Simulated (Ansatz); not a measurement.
**CH₄FSb: one species, many methods**

One table from this session's results is given with a row withheld; the runs are named, their logs left out.

Computed with Ansatz 0.2.0, Gaussian basis. Level: functionals in def2-TZVPP, the program's frozen cores in correlated methods.

Plan: LDA (SPW92), PBE-D4, revPBE-D4, BLYP-D4, r2SCAN-D4, B97M-V, PBE0-D4, B3LYP-D4, r2SCANh-D4, r2SCAN0-D4, HSE06-D4, BHLYP-D4, CAM-B3LYP-D4, LC-ωPBE, ωB97X-V, ωB97M-V, B2PLYP, PBE-QIDH; CCSD(T)/def2-SVP; CCSD(T)/def2-TZVPP; MP2/def2-QZVPP; extrapolation to the limit; RPA on PBE.

**The relaxed structure**

The geometry comes from an earlier relaxation with PBE0-D4 in a triple-zeta def2 set; it is a stationary point, not always the lowest conformer. Sb takes the def2 core potential; no spin-orbit term is included.

7 atoms, charge 0, spin multiplicity 1.

Atoms are counted from 1 here; the program's logs count them from 0.

Bond lengths: C1–Sb2 2.143 Å, C1–H4 1.089 Å, C1–H5 1.090 Å, C1–H6 1.092 Å, Sb2–F3 1.926 Å, Sb2–H7 1.720 Å. Angles: Sb2–C1–H4 109.8°, Sb2–C1–H5 108.7°, Sb2–C1–H6 109.5°, H4–C1–H5 110.0°, H4–C1–H6 109.3°, H5–C1–H6 109.6°, C1–Sb2–F3 94.2°, C1–Sb2–H7 92.7°, F3–Sb2–H7 93.8°.

Set-up of the first run:

Contents of in.yaml:

```yaml
crystal:
  periodic: [false, false, false]
  atoms:
    - {symbol: C, position_ang: [0.021342, 0.806317, -0.310630]}
    - {symbol: Sb, position_ang: [0.347394, -1.310555, -0.375487]}
    - {symbol: F, position_ang: [1.063661, -1.396166, 1.410199]}
    - {symbol: H, position_ang: [0.953257, 1.329284, -0.522503]}
    - {symbol: H, position_ang: [-0.338935, 1.074446, 0.682008]}
    - {symbol: H, position_ang: [-0.725094, 1.083460, -1.057842]}
    - {symbol: H, position_ang: [-1.260425, -1.654786, 0.128656]}
basis:
  gaussian: {orbitals: def2-TZVPP}
hamiltonian: {xc: lda}
output: {orbitals: {seedname: orbitals}}
```

Among the steps run: LDA; PBE-D4 (GGA); revPBE-D4 (GGA); BLYP-D4 (GGA); r2SCAN-D4 (meta-GGA); B97M-V (meta-GGA); PBE0-D4 (hybrid); B3LYP-D4 (hybrid); r2SCANh-D4 (hybrid); r2SCAN0-D4 (hybrid); HSE06-D4 (hybrid); BHLYP-D4 (hybrid); CAM-B3LYP-D4 (range-separated); LC-ωPBE-D4 (range-separated; the results give it without D4); ωB97X-V (range-separated); ωB97M-V (range-separated); B2PLYP (double hybrid); PBE-QIDH (double hybrid).

One table of the session follows, with a row left open; its other results are not shown here.

It belongs to the step «Orbital energies across the functionals». 

```
  functional  HOMO (eV)  gap (eV)
 LDA (SPW92)      -6.43      4.15
      PBE-D4          ?         ?
   revPBE-D4      -6.22      4.29
     BLYP-D4      -6.17      4.21
   r2SCAN-D4      -6.55      4.76
      B97M-V      -6.52      4.67
     PBE0-D4      -7.39      6.16
    B3LYP-D4      -7.22      5.74
  r2SCANh-D4      -6.96      5.46
  r2SCAN0-D4      -7.57      6.49
    HSE06-D4      -7.00      5.40
    BHLYP-D4      -8.39      7.95
CAM-B3LYP-D4      -8.68      8.39
     LC-ωPBE      -9.91     10.80
     ωB97X-V      -9.60     10.36
     ωB97M-V      -9.50     10.04
```

Estimate the missing values for PBE-D4.

**Answer.** HOMO (eV): -6.27; gap (eV): 4.24. In the column «HOMO (eV)» it lies between LDA (SPW92) (-6.43) and revPBE-D4 (-6.22).
